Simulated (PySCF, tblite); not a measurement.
**C4H6AlBrO2: geometry, infrared bands and NMR shifts**

What infrared bands and NMR shifts should C4H6AlBrO2 (`Br/C=[CH]/[Al]1[O]CC[O]1`) show?

Programs: tblite 0.8.0 and PySCF 2.14.0, with density-fitted response routines of our own. Each step states its level of theory. These are calculated values for one molecule in the gas phase, unless marked as measured. Atoms count from 0, in the outputs and in this text.

**1. The starting structure**

14 atoms, charge 0, multiplicity 1; geometry from: force field or distance geometry start.

Bonds of the start (Å): Br0–C1 1.92, C1–C2 1.33, C2–Al3 1.97, Al3–O4 1.80, O4–C5 1.42, C5–C6 1.55, C6–O7 1.41, O7–Al3 1.79, C1–H8 1.09, C2–H9 1.08, C5–H10 1.12, C5–H11 1.11, C6–H12 1.13, C6–H13 1.11.

**2. Relaxing the molecule with GFN2-xTB**

The job: settings as JSON, then the geometry in Å.

```
{"job": {"kind": "relax", "xc": "GFN2-xTB", "basis": "xTB"}, "charge": 0, "multiplicity": 1}
Br     4.554400     0.558300    -0.685500
C      2.834800     0.293200     0.123000
C      1.995800    -0.608300    -0.366200
Al     0.216000    -0.899000     0.439000
O     -0.546200     0.448900     1.348100
C     -1.557900     0.780000     0.415700
C     -2.126600    -0.480800    -0.286500
O     -1.132100    -1.429700    -0.604300
H      2.585300     0.871000     1.010600
H      2.249000    -1.184900    -1.243200
H     -1.161500     1.498300    -0.339800
H     -2.378500     1.295600     0.958300
H     -2.880400    -0.963000     0.396500
H     -2.652900    -0.180000    -1.212800
```

Started as:

```console
$ OMP_NUM_THREADS=1 python probes_run.py task.json out
```

This one command runs all jobs of the session in turn.

**Question.** This job is followed by: GFN2-xTB harmonic vibrations, gas phase; GIAO PBE0/pcSseg-1 NMR shielding, non-relativistic, gas phase. What will the session give for the following? strongest single infrared mode (GFN2-xTB); zero-point energy (GFN2-xTB); 13C shifts against TMS (PBE0/pcSseg-1, means over atoms taken as alike); 1H shifts against TMS (PBE0/pcSseg-1, means over atoms taken as alike); 79Br shifts against HBr (PBE0/pcSseg-1); 27Al shifts against AlH4- (PBE0/pcSseg-1); 17O shifts against H2O (PBE0/pcSseg-1, means over atoms taken as alike).

As calculated:

| quantity | value |
| --- | --- |
| strongest single infrared mode (GFN2-xTB) | 1058 cm⁻¹, 234 km/mol |
| zero-point energy (GFN2-xTB) | 58.9 kcal/mol |
| 13C shifts against TMS (PBE0/pcSseg-1, means over atoms taken as alike) | 156.4, 134.9, 66.8 ppm |
| 1H shifts against TMS (PBE0/pcSseg-1, means over atoms taken as alike) | 7.16, 6.61, 4.32 ppm |
| 79Br shifts against HBr (PBE0/pcSseg-1) | 771 ppm |
| 27Al shifts against AlH4- (PBE0/pcSseg-1) | 71.4 ppm |
| 17O shifts against H2O (PBE0/pcSseg-1, means over atoms taken as alike) | 38.7 ppm |

The optimisation took 82 steps and gained 0.647 eV; among the close pairs (by a distance rule), Al3–O4 changed most, from 1.796 to 1.700 Å. All 36 modes are real, so the xTB geometry is a minimum. The strongest single mode, at 1058 cm⁻¹, is spread over several atoms, C6, C5, O7, O4 among them. GFN2-xTB is a fitted tight-binding method: band positions and strengths are rough. Its intensities can rank the bands wrongly. C1 stands next to heavy halogen, whose spin-orbit shielding this run leaves out, so the computed shift lies too far downfield, most of all for carbon beside Br or I. At PBE0/pcSseg-1: Shielding is most anisotropic at Br0 (span 1598 ppm, paramagnetic term -1269 ppm). Spin-orbit coupling is left out, which matters for shieldings and couplings at and beside the heavy atoms.
